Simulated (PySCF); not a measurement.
# C9H9Br: the cost of one run

Programs: PySCF 2.14.0, with routines of our own; each step states its level. All values are computed. Atoms count from 0.

## 1. The starting structure

19 atoms, charge 0, multiplicity 1; geometry from: GFN2-xTB.

## 2. Open-shell or spin-flip excitations: collinear spin-flip TDA PBE50/def2-SVP

What the job is given:

```
{"job": {"kind": "uabs", "xc": "PBE50", "basis": "def2-SVP", "nstates": 8, "spin_flip": true, "ref_mult": 3}, "charge": 0, "multiplicity": 1}
C      3.391494     2.273715    -0.701856
C      2.308941     1.778655    -0.859747
C      1.029559     1.213939    -1.047528
C      0.731695    -0.018797    -0.680956
C      1.162717    -1.308033    -0.129344
C     -0.258522    -1.084844    -0.611507
Br    -0.729644    -1.948634    -2.324047
C     -1.413937    -1.070154     0.327816
C     -1.487117    -0.017422     1.395697
C     -2.430495     0.031291     0.235680
H      4.339719     2.702953    -0.570779
H      0.285901     1.852856    -1.509625
H      1.319111    -1.400410     0.937953
H      1.828130    -1.923910    -0.719673
H     -1.777187    -2.061319     0.576809
H     -1.868283    -0.306728     2.362882
H     -0.697271     0.717481     1.441117
H     -3.468307    -0.215309     0.397524
H     -2.276305     0.793922    -0.512714
```

Method: collinear spin-flip TDA PBE50/def2-SVP, vertical, gas phase, core orbitals frozen in the response.

Run with:

```bash
$ OMP_NUM_THREADS=1 python excited_run.py task.json out
```

One launch serves the whole session: the jobs run in the order shown.

Q: Estimate the wall time and peak memory of this first job on 1 thread of Arm Neoverse V2, shared host.

About 51 s, with a peak of 0.78 GiB.
